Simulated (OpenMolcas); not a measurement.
# CuNH2 (SMILES [NH2][Cu]) at SOS-MP2/pc-2 (RICD fitting)

What is the energy difference between two shapes of CuNH2 at SOS-MP2/pc-2 (RICD fitting)? 

The calculation is run with OpenMolcas 26.06.

3 further runs of the same task are left out: 1 that didn't finish, 2 set aside as unsound or not needed.

## Step 1: Starting point

CuNH2 has 4 atoms, charge 0, and is taken as a singlet. SMILES: `[NH2][Cu]`. The shape is that of a PBE0-D4/def2-TZVP optimisation.

Bond lengths: N1–Cu2 1.830 Å, N1–H3 1.019 Å, N1–H4 1.019 Å. Angles: Cu2–N1–H3 107.0°, Cu2–N1–H4 107.0°, H3–N1–H4 104.5°.

## Step 2: The energy at SOS-MP2/pc-2 (RICD fitting)

File run.inp:

```
&GATEWAY
 BasisSet
 N.pc-2....
 N1 -0.277300 0.250900 0.117500 angstrom
 End of Basis
 BasisSet
 Cu.pc-2....
 Cu2 1.383600 -0.301600 0.652600 angstrom
 End of Basis
 BasisSet
 H.pc-2....
 H3 -0.862400 -0.581500 0.055500 angstrom
 H4 -0.188400 0.571900 -0.845900 angstrom
 End of Basis
 RICD
 aCD

&SEWARD

&SCF
 PrOrbitals=1 1

&MBPT2
 SOSMP2
 Frozen=6
```

Started as:

```bash
export MOLCAS_MEM=1860
pymolcas run.inp > run.log
```

The program printed:

```text
--- Start Module: gateway ---
[...]
--- Stop Module: gateway /rc=_RC_ALL_IS_WELL_ ---
[...]
      Basis functions          114
[...]
--- Start Module: scf ---
[...]
       Convergence after  14 Iterations
[...]
::    Total SCF energy                              -1694.5458478012
[...]
      Total spin, S                                     0.0000000000
[...]
      Total electronic charge=   38.000000
      Total            charge=   -0.000000
[...]
      Dipole Moment (debye):
      Origin of the operator (angstrom)=    1.0403   -0.1960    0.5309
                   X=  4.2673E+00               Y= -2.1200E+00               Z=  4.7862E-01           Total=  4.7889E+00
      Quadrupole Moment (debye*angstrom):
[...]
--- Stop Module: scf /rc=_RC_ALL_IS_WELL_ ---
[...]
--- Start Module: mbpt2 ---
[...]
WARNING!
Default frozen orbitals as non valence orbitals is overwritten by user input.
Default values:   7
[...]
::    Total MBPT2 energy                            -1695.4199442706
[...]
--- Stop Module: mbpt2 /rc=_RC_ALL_IS_WELL_ ---
[...]
```

Wall time 6.6 s (1 thread of Arm Neoverse V2, shared host).

## Step 3: The distorted shape at the same level

File run.inp:

```
&GATEWAY
  BasisSet
  N.pc-2....
  N1 -0.260858 0.275550 0.129260 angstrom
  End of Basis
  BasisSet
  Cu.pc-2....
  Cu2 1.356847 -0.314257 0.658531 angstrom
  End of Basis
  BasisSet
  H.pc-2....
  H3 -0.863948 -0.594721 0.049844 angstrom
  H4 -0.179822 0.554438 -0.857659 angstrom
  End of Basis
  RICD
  aCD

&SEWARD

&SCF
  PrOrbitals=1 1

&MBPT2
  SOSMP2
  Frozen=6
```

Started as:

```bash
export MOLCAS_MEM=1860
pymolcas run.inp > run.log
```

The program printed:

```text
--- Start Module: gateway ---
[...]
--- Stop Module: gateway /rc=_RC_ALL_IS_WELL_ ---
[...]
      Basis functions          114
[...]
--- Start Module: scf ---
[...]
       Convergence after  14 Iterations
[...]
::    Total SCF energy                              -1694.5409211197
[...]
      Total spin, S                                     0.0000000000
[...]
      Total electronic charge=   38.000000
      Total            charge=   -0.000000
[...]
      Dipole Moment (debye):
      Origin of the operator (angstrom)=    1.0219   -0.2021    0.5375
                   X=  4.1526E+00               Y= -2.2541E+00               Z=  4.5511E-01           Total=  4.7468E+00
      Quadrupole Moment (debye*angstrom):
[...]
--- Stop Module: scf /rc=_RC_ALL_IS_WELL_ ---
[...]
--- Start Module: mbpt2 ---
[...]
WARNING!
Default frozen orbitals as non valence orbitals is overwritten by user input.
Default values:   7
[...]
::    Total MBPT2 energy                            -1695.4176948605
[...]
--- Stop Module: mbpt2 /rc=_RC_ALL_IS_WELL_ ---
[...]
```

It took 6.6 s on 1 thread of Arm Neoverse V2, shared host.

## Step 4: Summary of results

Level: SOS-MP2/pc-2 (RICD fitting), 6 core orbitals frozen.

| quantity | value |
| --- | --- |
| first shape: total energy | -1695.41994 Eh |
| first shape: dipole moment (mean-field density) | 4.79 D |
| first shape: HOMO energy (Hartree–Fock orbitals) | -8.66 eV |
| first shape: LUMO energy (Hartree–Fock orbitals) | 0.87 eV |
| first shape: HOMO–LUMO gap (Hartree–Fock orbitals) | 9.53 eV |
| first shape: correlation energy (6 core orbitals frozen) | -874.1 mEh |
| distorted shape: total energy | -1695.41769 Eh |
| distorted shape: dipole moment (mean-field density) | 4.75 D |
| distorted shape: HOMO energy (Hartree–Fock orbitals) | -8.72 eV |
| distorted shape: LUMO energy (Hartree–Fock orbitals) | 0.90 eV |
| distorted shape: HOMO–LUMO gap (Hartree–Fock orbitals) | 9.62 eV |
| distorted shape: correlation energy (6 core orbitals frozen) | -876.8 mEh |
| energy change with the atoms displaced | 0.061 eV |

**Reading.** With the atoms displaced the energy rises by 0.06 eV (5.9 kJ/mol). The first shape isn't relaxed at this level, so the change isn't measured from a minimum. Mulliken charges (first shape) of the mean-field density run from -0.82 on N1 to +0.61 on Cu2; they depend strongly on the basis.
